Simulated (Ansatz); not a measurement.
**GeH₂+ (doublet): from Hartree-Fock to the top rungs at a displaced geometry (v1), aug-cc-pVDZ**

Aim: climb from Hartree-Fock through coupled cluster and multireference methods for GeH₂+ (doublet) at one geometry and basis, and see what each rung misses.

The runs use Ansatz 0.2.0, Gaussian basis; aug-cc-pVDZ, core rule «outside noble gas», up to 14 orbitals frozen.

The runs, in order: UHF; CCSD(T) on ROHF; CCSD(T) on UHF; BCCD(T) on ROHF; CISD; CCSDT(Q) on ROHF; CCSDT(Q) on UHF; CASSCF and MRCISD+Q, 5 electrons in 6 orbitals; CASSCF and NEVPT2, 5 electrons in 6 orbitals; Full CI.

16 further runs of the same task are left out: 6 that didn't finish, 10 set aside as unsound or not needed.

## (1) The geometry

The geometry is a PBE0/def2-TZVP stationary point (not a proven minimum) with its atoms shifted at random (size 0.040 Å). No spin-orbit coupling is included. The filled d shell of Ge may be among the frozen orbitals whatever the setting's name suggests; the logs give the count.

3 atoms, charge 1, spin multiplicity 2.

Atoms are counted from 1 here; the program's logs count them from 0.

Bond lengths: Ge1–H2 1.553 Å, Ge1–H3 1.528 Å. Angles: H2–Ge1–H3 119.2°.

## (2) UHF

File in.yaml:

```yaml
crystal:
  periodic: [false, false, false]
  atoms:
    - {symbol: Ge, position_ang: [-0.000625, -0.021025, 0.000876]}
    - {symbol: H, position_ang: [-0.001458, 0.727953, -1.360139]}
    - {symbol: H, position_ang: [0.046506, 0.787263, 1.296972]}
basis:
  gaussian: {orbitals: aug-cc-pVDZ}
total_charge: 1
magnetization: {spin_polarized: true, initial_magnetization: 1}
hamiltonian: {xc: hf}
output: {orbitals: {seedname: orbitals}}
```

Run with:

```sh
> ansatz run in.yaml --threads 1 --pin off --events-out ev --progress --plain --max-ram 2393MiB
```

After this run come: CCSD(T) on ROHF; CCSD(T) on UHF; BCCD(T) on ROHF; CISD; CCSDT(Q) on ROHF; CCSDT(Q) on UHF; CASSCF and MRCISD+Q, 5 electrons in 6 orbitals; CASSCF and NEVPT2, 5 electrons in 6 orbitals; Full CI.

**Question.** What will the summary of the whole plan be? Wanted: FCI below the RHF energy; RMP2 from FCI; UMP2 from FCI; RCCSD from FCI; RCCSD(T) from FCI; UCCSD(T) from FCI; RCCSDT(Q) from FCI; UCCSDT(Q) from FCI; NEVPT2 valence from FCI.

The runs gave:

```
                         quantity                                                                                                value
         FCI below the RHF energy                                                                                           -2.3217 eV
                    RMP2 from FCI                                                                                         +59.2 kJ/mol
                    UMP2 from FCI                                                                                         +58.2 kJ/mol
                   RCCSD from FCI                                                                                          +5.2 kJ/mol
                RCCSD(T) from FCI                                                                                          +1.4 kJ/mol
                UCCSD(T) from FCI                                                                                          +0.9 kJ/mol
               RCCSDT(Q) from FCI                                                                                          -0.1 kJ/mol
               UCCSDT(Q) from FCI                                                                                          -0.5 kJ/mol
          NEVPT2 valence from FCI                                                                                         +37.1 kJ/mol
        MRCISD+Q valence from FCI                                                                                          -0.2 kJ/mol
levels within 1 kcal/mol (43 meV)  RCCSD(T), UCCSD(T), BCCD(T), RCCSDT, UCCSDT, RCCSDT(Q), UCCSDT(Q), MRCISD valence, MRCISD+Q valence
                    T1 diagnostic                                                                                                0.021
   effectively unpaired electrons                                                                                                 1.03
```

RCCSD(T) misses by +1.4 kJ/mol, 0.6 % of the correlation energy. UCCSDT, UCCSDT(Q) fall below full CI: unrestricted runs freeze a spin-polarised core, another one than full CI's, and coupled cluster isn't variational. One determinant dominates. Of the multireference levels listed MRCISD+Q valence comes nearest in total energy (-0.2 kJ/mol), which doesn't show that its space is the better one. These misses are within one basis, not against nature; the frozen cores of restricted and unrestricted runs differ, which can shift their rows.
